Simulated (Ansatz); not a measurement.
# C3H6ClNSi: the cost of one run

Program: Ansatz 0.2.0, driven from Python. Level of theory: PBE0/def2-SVP. These are calculated values, not measurements.

### 1 Starting point

Bond lengths: C1–N2 1.297 Å, N2–C3 1.404 Å, C3–Si4 1.887 Å, C3–C5 1.319 Å, C5–Cl6 1.737 Å, C1–H7 1.129 Å, C1–H8 1.042 Å, Si4–H9 1.516 Å, Si4–H10 1.510 Å, Si4–H11 1.398 Å, C5–H12 1.070 Å. Angles (14 of 16 angles, heavy atoms first): C1–N2–C3 117.8°, N2–C3–Si4 113.4°, N2–C3–C5 124.5°, Si4–C3–C5 121.3°, C3–C5–Cl6 125.7°, N2–C1–H7 118.9°, N2–C1–H8 121.4°, C3–Si4–H9 104.6°, C3–Si4–H10 106.7°, C3–Si4–H11 114.5°, C3–C5–H12 125.9°, Cl6–C5–H12 108.4°, H7–C1–H8 119.6°, H9–Si4–H10 106.2°.

The script holds or builds the structure itself.

### 2 The code

Contents of c3h6clnsi_opt.py:

```python
'''Minimum-energy structure of C3H6ClNSi.'''

import ansatz as az
import numpy as np
import pandas as pd

geometry = (
    az.Crystal.molecule()
    .atom('C', (0.0854, -1.6177, 1.3792))
    .atom('N', (0.8048, -0.7126, 0.7922))
    .atom('C', (0.135, 0.2938, 0.0781))
    .atom('Si', (0.4508, 0.2312, -1.7815))
    .atom('C', (-0.4874, 1.3156, 0.6337))
    .atom('Cl', (-0.6927, 1.5723, 2.3398))
    .atom('H', (-1.0394, -1.5448, 1.3199))
    .atom('H', (0.5224, -2.3781, 1.9417))
    .atom('H', (-0.475, 1.2815, -2.3624))
    .atom('H', (-0.0678, -1.1016, -2.2663))
    .atom('H', (1.7772, 0.4694, -2.1533))
    .atom('H', (-0.9365, 2.1359, 0.1129))
)

model = (
    geometry.calculation()
    .basis(gaussian='def2-SVP')
    .functional('PBE0')
)
symbols = [site.symbol for site in geometry.cartesian_sites]
start = np.array([site.position_ang for site in geometry.cartesian_sites], dtype=float)
def progress(event):
    if event['event'] == 'relax_step':
        row = event['data']
        print(f'step {row["step"]:3d}  E = {row["lagrangian_ev"]:.6f} eV  max force {row["allowed_force_max_ev_ang"]:.4f} eV/A')


summary = model.relax(force_tolerance=0.005).session().plan().execute(on_event=progress).report
end = np.array(summary['positions_ang'])

for key in ('converged', 'free_energy_ev', 'reference_energy_ev', 'n_frozen', 'n_occupied', 'n_virtual'):
    print(f'{key:22s} {summary[key]}')

print('bond        before    after (A)')
for i, j in [(0, 1), (0, 6), (0, 7), (1, 2), (2, 3), (2, 4), (3, 8), (3, 9), (3, 10), (4, 5), (4, 11)]:
    d0, d1 = (np.linalg.norm(xyz[i] - xyz[j]) for xyz in (start, end))
    print(f'{symbols[i]}{i}-{symbols[j]}{j}'.ljust(10), f'{d0:8.4f} {d1:8.4f}')

charges = summary['charge_distribution']
table = pd.DataFrame({'atom': symbols, 'mulliken': charges['mulliken_charges_e'], 'lowdin': charges['lowdin_charges_e']})
print(table.round(3).to_string())
print('dipole (e A):', np.round(charges['dipole_moment_e_ang'], 4) + 0.0)
```

### 3 Running it

Started as:

```sh
$ python c3h6clnsi_opt.py
```

What time and memory should one allow on 1 thread of Intel Xeon Platinum 8259CL at 2.50GHz (Skylake/Cascade Lake), shared host?

About 2 min, with a peak of 0.42 GiB.
